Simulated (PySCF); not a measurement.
# Pd⁺, Pd²⁺: ionisation energy in aug-cc-pVDZ-PP with ECP28

Wanted: the ionisation energy of palladium, up a ladder of methods.

Method: unrestricted determinants in a Gaussian basis, no spin-orbit coupling in the energies. Code: PySCF 2.14.0.

6 further runs of the same task are left out: 6 that didn't finish.

## 1. Starting point

```
Element                                   : palladium (Z = 46)
Basis                                     : aug-cc-pVDZ-PP with ECP28MDF
Hamiltonian                               : a scalar-relativistic core potential
State 1                                   : Pd⁺: [Kr] 4d9, 2D determinant
State 2                                   : Pd²⁺: [Kr] 4d8, high-spin 3F determinant
Methods                                   : UHF, MN15, B3LYP, MP2
Core shells frozen in the correlated runs : valence: 4s2 4p6 (for Pd⁺)
```

Outer shells as boxes (Hund's rule):

Pd+ [Kr] 4d9
```
[Kr] core
4d [↑↓][↑↓][↑↓][↑↓][↑ ]
```

Pd2+ [Kr] 4d8
```
[Kr] core
4d [↑↓][↑↓][↑↓][↑ ][↑ ]
```

One driver process ran all states and methods and kept the integrals in memory. Each run is shown as a PySCF script that sums up its settings (the driver passes frozen orbitals as a list and adds second-order terms of double hybrids); the logs are those of the runs themselves. The driver starts from symmetry-adapted Hartree-Fock orbitals, holds the occupation by maximum overlap and uses a logarithmic radial grid for functionals, so a plain start would take other cycles.

It was started by

```console
$ OMP_NUM_THREADS=1 python atomrun2.py TASK.json OUT
```

The integrals over 54 functions and the set-up took 0.26 s of CPU time.

## 2. Pd⁺

#### UHF

input.py

```python
from pyscf import gto, scf, dft, mp, cc
import basis_set_exchange as bse
txt = bse.get_basis("aug-cc-pVDZ-PP", elements=["Pd"], fmt="nwchem", header=False)
cut = txt.index("\nECP")
mol = gto.M(atom="Pd 0 0 0", charge=1, spin=1, symmetry="D2h",
            basis=gto.basis.parse(txt[:cut]),
            ecp={"Pd": gto.basis.parse_ecp(txt[cut:])})
mf = scf.UHF(mol)
mf.irrep_nelec = {'Ag': (3, 2), 'B1g': (1, 1), 'B2g': (1, 1), 'B3g': (1, 1), 'B1u': (1, 1), 'B2u': (1, 1), 'B3u': (1, 1)}
mf.kernel()
```

#### MN15

input.py, as changed from the run before:

```diff
@@ -7,3 +7,3 @@
             ecp={"Pd": gto.basis.parse_ecp(txt[cut:])})
-mf = scf.UHF(mol)
+mf = dft.UKS(mol, xc="MN15")
 mf.irrep_nelec = {'Ag': (3, 2), 'B1g': (1, 1), 'B2g': (1, 1), 'B3g': (1, 1), 'B1u': (1, 1), 'B2u': (1, 1), 'B3u': (1, 1)}
```

#### B3LYP

input.py, as changed from the run before:

```diff
@@ -7,3 +7,3 @@
             ecp={"Pd": gto.basis.parse_ecp(txt[cut:])})
-mf = dft.UKS(mol, xc="MN15")
+mf = dft.UKS(mol, xc="B3LYP")
 mf.irrep_nelec = {'Ag': (3, 2), 'B1g': (1, 1), 'B2g': (1, 1), 'B3g': (1, 1), 'B1u': (1, 1), 'B2u': (1, 1), 'B3u': (1, 1)}
```

#### MP2 (valence)

input.py, as changed from the run before:

```diff
@@ -7,4 +7,5 @@
             ecp={"Pd": gto.basis.parse_ecp(txt[cut:])})
-mf = dft.UKS(mol, xc="B3LYP")
+mf = scf.UHF(mol)
 mf.irrep_nelec = {'Ag': (3, 2), 'B1g': (1, 1), 'B2g': (1, 1), 'B3g': (1, 1), 'B1u': (1, 1), 'B2u': (1, 1), 'B3u': (1, 1)}
 mf.kernel()
+mp.UMP2(mf, frozen=4).kernel()
```

## 3. Pd²⁺, method by method

#### UHF

input.py

```python
from pyscf import gto, scf, dft, mp, cc
import basis_set_exchange as bse
txt = bse.get_basis("aug-cc-pVDZ-PP", elements=["Pd"], fmt="nwchem", header=False)
cut = txt.index("\nECP")
mol = gto.M(atom="Pd 0 0 0", charge=2, spin=2, symmetry="D2h",
            basis=gto.basis.parse(txt[:cut]),
            ecp={"Pd": gto.basis.parse_ecp(txt[cut:])})
mf = scf.UHF(mol)
mf.irrep_nelec = {'Ag': (3, 1), 'B1g': (1, 1), 'B2g': (1, 1), 'B3g': (1, 1), 'B1u': (1, 1), 'B2u': (1, 1), 'B3u': (1, 1)}
mf.kernel()
```

#### MN15

input.py, as changed from the run before:

```diff
@@ -7,3 +7,3 @@
             ecp={"Pd": gto.basis.parse_ecp(txt[cut:])})
-mf = scf.UHF(mol)
+mf = dft.UKS(mol, xc="MN15")
 mf.irrep_nelec = {'Ag': (3, 1), 'B1g': (1, 1), 'B2g': (1, 1), 'B3g': (1, 1), 'B1u': (1, 1), 'B2u': (1, 1), 'B3u': (1, 1)}
```

#### B3LYP

input.py, as changed from the run before:

```diff
@@ -7,3 +7,3 @@
             ecp={"Pd": gto.basis.parse_ecp(txt[cut:])})
-mf = dft.UKS(mol, xc="MN15")
+mf = dft.UKS(mol, xc="B3LYP")
 mf.irrep_nelec = {'Ag': (3, 1), 'B1g': (1, 1), 'B2g': (1, 1), 'B3g': (1, 1), 'B1u': (1, 1), 'B2u': (1, 1), 'B3u': (1, 1)}
```

#### MP2 (valence)

input.py, as changed from the run before:

```diff
@@ -7,4 +7,5 @@
             ecp={"Pd": gto.basis.parse_ecp(txt[cut:])})
-mf = dft.UKS(mol, xc="B3LYP")
+mf = scf.UHF(mol)
 mf.irrep_nelec = {'Ag': (3, 1), 'B1g': (1, 1), 'B2g': (1, 1), 'B3g': (1, 1), 'B1u': (1, 1), 'B2u': (1, 1), 'B3u': (1, 1)}
 mf.kernel()
+mp.UMP2(mf, frozen=4).kernel()
```

Before running it: what results should come out?

As calculated:

```
              quantity                                                        value
ionisation energy, Pd⁺  UHF 17.375, MP2 (valence) 19.165 eV; reference 19.43 ± 0.12
```

The methods span 2.692 eV, from UHF (17.375) to MN15 (20.066). The reference is uncertain or not like for like (spin-orbit coupling or other relativistic terms), so no ranking of close methods is drawn. All values hold for this basis alone; no basis-set limit was taken.
